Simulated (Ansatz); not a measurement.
# CH₃Ge (doublet): the correlation ladder at twist about Ge1–C2 = 90.0°, cc-pVDZ

One table from this session's results is given with a row withheld; the runs are named, their logs left out.

Method: cc-pVDZ, core rule «outside noble gas», up to 15 orbitals frozen; program: Ansatz 0.2.0, Gaussian basis.

To be run: UHF; CCSD(T) on ROHF; CCSD(T) on UHF; BCCD(T) on ROHF; CISD; CCSDT(Q) on ROHF; CCSDT(Q) on UHF; CASSCF and MRCISD+Q, 3 electrons in 3 orbitals; CASSCF and NEVPT2, 3 electrons in 3 orbitals.

16 further runs of the same task are left out: 1 for a mislabelled method, 14 that didn't finish, 1 set aside as unsound or not needed.

**The system**

The geometry derives from a PBE0/def2-TZVP stationary point (not a proven minimum). One half is turned about the bond named; the halves are rigid. No spin-orbit coupling is included. The filled d shell of Ge may be among the frozen orbitals whatever the setting's name suggests; the logs give the count.

5 atoms, charge 0, spin multiplicity 2.

Atoms are counted from 1 here; the program's logs count them from 0.

Bond lengths: Ge1–C2 1.750 Å, Ge1–H3 1.529 Å, Ge1–H4 1.522 Å, C2–H5 1.077 Å. Angles: C2–Ge1–H3 123.1°, C2–Ge1–H4 120.6°, H3–Ge1–H4 116.3°, Ge1–C2–H5 152.0°.

Set-up of the first run:

in.yaml

```yaml
crystal:
  periodic: [false, false, false]
  atoms:
    - {symbol: Ge, position_ang: [-0.005805, 0.015022, 0.251907]}
    - {symbol: C, position_ang: [-0.005805, -0.086874, -1.495580]}
    - {symbol: H, position_ang: [-0.005805, 1.342076, 1.010667]}
    - {symbol: H, position_ang: [-0.005805, -1.247236, 1.102000]}
    - {symbol: H, position_ang: [0.499151, -0.142270, -2.445602]}
basis:
  gaussian: {orbitals: cc-pVDZ}
magnetization: {spin_polarized: true, initial_magnetization: 1}
hamiltonian: {xc: hf}
output: {orbitals: {seedname: orbitals}}
```

Started as:

```
$ ansatz run in.yaml --threads 1 --pin off --events-out ev --progress --plain --max-ram 2393MiB
```

Steps of the session up to this table: UHF; CCSD(T) on ROHF; CCSD(T) on UHF; BCCD(T) on ROHF; CISD; CCSDT(Q) on ROHF; CCSDT(Q) on UHF; CASSCF and MRCISD+Q, 3 electrons in 3 orbitals; CASSCF and NEVPT2, 3 electrons in 3 orbitals.

One table of the session follows, with a row left open; its other results are not shown here.

```
       method  from RCCSDT(Q) (meV)
         ROHF               +7094.0
          UHF               +6483.8
         RMP2               +1301.8
         UMP2               +1615.3
        RCCSD                +316.9
        UCCSD                +323.6
     RCCSD(T)                 +60.0
     UCCSD(T)                +100.3
      BCCD(T)                 +64.4
       RCCSDT                 +20.4
       UCCSDT                     ?
    RCCSDT(Q)                     0
    UCCSDT(Q)                  +0.7
  CASSCF pair               +6180.6
  NEVPT2 pair               +1114.6
  MRCISD pair                +641.3
MRCISD+Q pair                 +74.2
```

Q: Estimate the row for UCCSDT from the others.

**Answer.** from RCCSDT(Q) (meV): +22.8. In the column «from RCCSDT(Q) (meV)» it lies between RCCSDT (+20.4) and RCCSD(T) (+60.0).

Not comparable, so not listed: CISD (they don't share determinant, frozen orbitals or solution with the rows shown, or repeat one).

To keep in mind: The determinant is far from a pure spin state, so its energy mixes those of several spin states (harmless only where they are near-degenerate, as at dissociation). Restricted and unrestricted rows rest on different reference determinants; where their highest levels disagree by more than a few hundredths of an eV, they describe different states and don't form one ladder.
